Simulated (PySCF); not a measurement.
**GeSiH6O (SMILES [OH][GeH2][SiH3]): levels of theory compared**

Wanted: a comparison of 5 runs (HF/STO-3G, HF/3-21G, B3LYP/6-31G*, PBE0/def2-SVP, BP86/def2-SVPD) of GeSiH6O. The job is set up through a Python script.

The results are computed with PySCF 2.14.0.

### Step 1. The system as given

GeSiH6O: 9 atoms, total charge 0, spin state singlet. As SMILES, `[OH][GeH2][SiH3]`. The coordinates come from a PBE0-D4/def2-TZVP relaxation. This is one conformer, not always the lowest.

Bond lengths: O1–Ge2 1.791 Å, Ge2–Si3 2.389 Å, O1–H4 0.960 Å, Ge2–H5 1.546 Å, Ge2–H6 1.536 Å, Si3–H7 1.488 Å, Si3–H8 1.488 Å, Si3–H9 1.486 Å. Some angles: O1–Ge2–Si3 109.9°, O1–Ge2–H5 109.2°, O1–Ge2–H6 103.6°, Si3–Ge2–H5 111.3°, Si3–Ge2–H6 113.0°, Ge2–O1–H4 112.4°, Ge2–Si3–H7 110.2°, Ge2–Si3–H8 109.3°, Ge2–Si3–H9 110.4°, H5–Ge2–H6 109.6°.

### Step 2. Energy and gradient at HF/STO-3G (run 1)

Input file mol.xyz:

```xyz
9
GeH6OSi
O     -1.665400     1.003200    -0.854800
Ge     0.086300     0.899600    -0.495500
Si     0.525800    -1.010700     0.870400
H     -1.973400     0.267900    -1.389000
H      0.873700     0.832100    -1.824400
H      0.388100     2.226700     0.215900
H      1.986000    -1.132800     1.128400
H      0.060100    -2.236200     0.166300
H     -0.192800    -0.896100     2.165800
```

Input file run.py:

```python
from pyscf import gto, scf

mol = gto.M(
    atom='mol.xyz',
    basis='sto-3g',
    max_memory=1860,
    spin=0,
    verbose=3,
    charge=0,
)

calc0 = scf.RHF(mol)
calc0.conv_tol = 1e-10
calc0.kernel()
if not calc0.converged:
    calc0 = calc0.newton().run(calc0.mo_coeff, calc0.mo_occ)

etot = calc0.e_tot
print('E(%s) = %.9f' % ('HF', etot))
grad = calc0.nuc_grad_method().kernel()
calc0.analyze()
```

Started as:

```
$ OMP_NUM_THREADS=1 python run.py
```

The log of the run:

```text
converged SCF energy = -2414.70811793481
[... 12 lines left out ...]
MO #3   energy= -50.3909219322802  occ= 2
[... 6 lines left out ...]
MO #10  energy= -4.52080726835303  occ= 2
[... 6 lines left out ...]
MO #17  energy= -0.703874914211192 occ= 2
[... 6 lines left out ...]
MO #24  energy= -0.511937928657044 occ= 2
[... 6 lines left out ...]
MO #31  energy= 0.389874580358362  occ= 0
[... 6 lines left out ...]
MO #38  energy= 0.737778964967637  occ= 0
[... 10 lines left out ...]
Dipole moment(X, Y, Z, Debye):  0.98094, -1.19019, -0.24858
```

Wall time 4.5 s (1 thread of Intel Xeon at 2.50GHz (Skylake/Cascade Lake), shared host); peak memory 0.12 GiB.

### Step 3. Energy and forces at HF/3-21G (run 2)

Input file run.py:

```python
from pyscf import gto

mol = gto.Mole()
mol.atom = '''
O     -3.147150     1.895773    -1.615338
Ge     0.163083     1.699998    -0.936359
Si     0.993618    -1.909946     1.644818
H     -3.729186     0.506258    -2.624830
H      1.651054     1.572441    -3.447616
H      0.733403     4.207853     0.407992
H      3.752996    -2.140682     2.132367
H      0.113573    -4.225806     0.314261
H     -0.364339    -1.693384     4.092769
'''
mol.spin = 0
mol.max_memory = 1860
mol.verbose = 4
mol.basis = '3-21g'
mol.unit = 'bohr'
mol.charge = 0
mol.build()

mf = mol.RHF()
mf.conv_tol = 1e-10
mf.kernel()
if not mf.converged:
    mf = mf.newton().run(mf.mo_coeff, mf.mo_occ)

e_tot = mf.e_tot
print('E = %.10f Eh' % e_tot)
grad = mf.nuc_grad_method().kernel()
dip = mf.dip_moment()
pop, q = mf.mulliken_pop()
```

Started as:

```
$ OMP_NUM_THREADS=1 python run.py
```

The log of the run:

```text
PySCF version 2.14.0

[... 63 lines left out ...]
converged SCF energy = -2430.66317349574
[... 12 lines left out ...]
Dipole moment(X, Y, Z, Debye):  1.07039, -1.38472, -0.66956
[... 66 lines left out ...]
charge of    8H =     -0.14672
```

Wall time 6 s (1 thread of Intel Xeon at 2.50GHz (Skylake/Cascade Lake), shared host); peak memory 0.13 GiB.

### Step 4. Energy and gradient at B3LYP/6-31G(d) (spherical functions) (run 3)

Input file job.py:

```python
from pyscf import gto, dft

mol = gto.M(
    atom='''
O       -1.665400       1.003200      -0.854800
Ge       0.086300       0.899600      -0.495500
Si       0.525800      -1.010700       0.870400
H       -1.973400       0.267900      -1.389000
H        0.873700       0.832100      -1.824400
H        0.388100       2.226700       0.215900
H        1.986000      -1.132800       1.128400
H        0.060100      -2.236200       0.166300
H       -0.192800      -0.896100       2.165800
''',
    spin=0,
    basis='6-31g*',
    verbose=3,
    max_memory=1860,
    charge=0,
)

mf = dft.RKS(mol, xc='b3lyp')
mf.conv_tol = 1e-10
mf.grids.level = 5
mf.kernel()
if not mf.converged:
    mf = mf.newton().run(mf.mo_coeff, mf.mo_occ)

e_tot = mf.e_tot
print('E(%s) = %.9f' % ('B3LYP', e_tot))
grad = mf.nuc_grad_method().kernel()
mf.analyze()
```

Started as:

```
$ OMP_NUM_THREADS=1 python job.py
```

The log of the run:

```text
converged SCF energy = -2445.08686972763
[... 20 lines left out ...]
MO #11  energy= -4.41726092494229  occ= 2
[... 12 lines left out ...]
MO #24  energy= -0.450748926023426 occ= 2
[... 12 lines left out ...]
MO #37  energy= 0.111025300087826  occ= 0
[... 12 lines left out ...]
MO #50  energy= 0.584812803389414  occ= 0
[... 12 lines left out ...]
MO #63  energy= 1.15389196346062   occ= 0
[... 12 lines left out ...]
MO #76  energy= 3.4874527156143    occ= 0
[... 10 lines left out ...]
Dipole moment(X, Y, Z, Debye):  0.80055, -1.23021, -0.49752
```

Wall time 39 s (1 thread of Intel Xeon at 2.50GHz (Skylake/Cascade Lake), shared host); peak memory 0.75 GiB.

Run 4 isn't shown in full; the table further down has it.

### Step 5. Energy and gradient at BP86/def2-SVPD (run 5)

Input file input.py:

```python
# [OH][GeH2][SiH3]
from pyscf import gto, dft

molecule = gto.Mole()
molecule.atom = [
    ('O', (-1.665400, 1.003200, -0.854800)),
    ('Ge', (0.086300, 0.899600, -0.495500)),
    ('Si', (0.525800, -1.010700, 0.870400)),
    ('H', (-1.973400, 0.267900, -1.389000)),
    ('H', (0.873700, 0.832100, -1.824400)),
    ('H', (0.388100, 2.226700, 0.215900)),
    ('H', (1.986000, -1.132800, 1.128400)),
    ('H', (0.060100, -2.236200, 0.166300)),
    ('H', (-0.192800, -0.896100, 2.165800)),
]
molecule.basis = 'def2-svpd'
molecule.max_memory = 1860
molecule.verbose = 4
molecule.charge = 0
molecule.build()

mf = dft.RKS(molecule, xc='bp86')
mf.grids.level = 5
mf.conv_tol = 1e-10
mf.kernel()
if not mf.converged:
    mf = mf.newton().run(mf.mo_coeff, mf.mo_occ)

e_tot = mf.e_tot
print(f'total energy: {e_tot:.8f} hartree')
grad = mf.nuc_grad_method().kernel()
mf.analyze()
```

Started as:

```
$ OMP_NUM_THREADS=1 python input.py
```

The log of the run:

```text
PySCF version 2.14.0

[... 117 lines left out ...]
MO #13  energy= -3.48749225116527  occ= 2
[... 23 lines left out ...]
MO #37  energy= 0.0364073292917597 occ= 0
[... 23 lines left out ...]
MO #61  energy= 0.292517823878329  occ= 0
[... 23 lines left out ...]
MO #85  energy= 0.632325256689308  occ= 0
[... 23 lines left out ...]
MO #109 energy= 1.66077203254633   occ= 0
[... 23 lines left out ...]
MO #133 energy= 3.78003874403076   occ= 0
[... 145 lines left out ...]
Dipole moment(X, Y, Z, Debye):  0.80080, -1.14050, -0.34590
```

It took 83 s on 1 thread of Intel Xeon at 2.50GHz (Skylake/Cascade Lake), shared host; peak memory 1.4 GiB.

### Step 6. The series

| run | level | integration grid | energy (Eh) | dipole moment (D) | HOMO energy (eV) | LUMO energy (eV) | wall time |
| --- | --- | --- | --- | --- | --- | --- | --- |
| 1 | HF/STO-3G | – | -2414.708118 | 1.56 | -8.03 | 10.61 | 4.5 s |
| 2 | HF/3-21G | – | -2430.663173 | 1.87 | -10.56 | 3.19 | 6 s |
| 3 | B3LYP/6-31G* (spherical functions) | 5 | -2445.086870 | 1.55 | -7.32 | -0.34 | 39 s |
| 4 | PBE0/def2-SVP | 5 | -2444.449474 | 1.43 | -7.68 | -0.14 | 53 s |
| 5 | BP86/def2-SVPD | 5 | -2445.230141 | 1.44 | -6.64 | -1.34 | 83 s |

### Step 7. Outcome

| quantity | value |
| --- | --- |
| run 5: total energy | -2445.23014 Eh |
| run 5: dipole moment | 1.44 D |
| run 5: HOMO energy | -6.64 eV |
| run 5: LUMO energy | -1.34 eV |
| run 5: HOMO–LUMO gap | 5.30 eV |
| run 5: largest force on an atom | 0.808 eV/Å |

What this shows: The dipole moment (its size) runs from 1.43 D (PBE0/def2-SVP) to 1.87 D (HF/3-21G). The two ends differ in method and basis. The HOMO–LUMO gap runs from 5.30 eV (BP86/def2-SVPD) to 18.64 eV (HF/STO-3G). Totals of different functionals can't be ranked against each other. In run 1 the basis is minimal, so the values are rough. All runs together took 3.1 min, the longest 83 s.
